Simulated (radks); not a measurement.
**Sn³⁺ in [Ar] 3d10 4s2 4p5 4d10 5s1 4f1: an all-electron calculation**

An exercise on one series of results from a longer session: the logs are not shown, and one member is left open.

The numbers are computed with radks (a radial shooting solver on a logarithmic mesh, Libxc functionals) version 1 (non-relativistic Kohn-Sham, LDA (Slater exchange, Perdew-Wang correlation), spin-unpolarised, spherical densities, point nucleus), except any that are marked as measured or tabulated.

## The atom as given

| Quantity | Value |
| --- | --- |
| element | tin (Z = 50) |
| charge | +3 |
| electrons | 47 |
| configuration | [Ar] 3d10 4s2 4p5 4d10 5s1 4f1 |

The outer shells:

Sn³⁺
```
[Ar] core
3d [↑↓][↑↓][↑↓][↑↓][↑↓]
4s [↑↓]
4p [↑↓][↑↓][↑ ]
4d [↑↓][↑↓][↑↓][↑↓][↑↓]
5s [↑ ]
4f [↑ ][  ][  ][  ][  ][  ][  ]
```

The first run:

Input:

```text
Z 50
configuration [Ar] 3d10 4s2 4p5 4d10 5s1 4f1 5p0 6s0 5d0 5f0
relativity non-relativistic
functional lda,pw
spin unpolarised
nucleus point
```

One of the session's tables, all rows but one given; the rest of the session is left out.

It belongs to the step «Shells». Sizes of the orbitals, from the radial functions (bohr):

| level | <r> | outermost maximum (interpolated) | 90 % within | nodes |
| --- | --- | --- | --- | --- |
| 1s | 0.03045 | 0.0202 | 0.0541 | 0 |
| 2s | 0.1315 | 0.112 | 0.202 | 1 |
| 2p | 0.1121 | 0.0873 | 0.182 | 0 |
| 3s | 0.3531 | 0.320 | 0.518 | 2 |
| 3p | 0.3439 | 0.307 | 0.516 | 1 |
| 3d | 0.3147 | 0.251 | 0.495 | 0 |
| 4s | 0.8421 | 0.769 | 1.22 | 3 |
| 4p | 0.8877 | 0.795 | 1.30 | 2 |
| 4d | 1.040 | 0.869 | 1.59 | 1 |
| 5s | ? | ? | ? | ? |
| 5p | 2.375 | 2.12 | 3.43 | 3 |
| 5d | 3.231 | 2.88 | 4.70 | 2 |
| 6s | 4.317 | 4.18 | 6.04 | 5 |
| 4f | 3.143 | 2.69 | 5.07 | 0 |
| 5f | 6.208 | 6.56 | 9.43 | 1 |

**Question.** Estimate the row for 5s.

The run gave: <r>: 2.095; outermost maximum (interpolated): 1.89; 90 % within: 3.00; nodes: 4. In the column «<r>» it lies between 4d (1.040) and 5p (2.375).
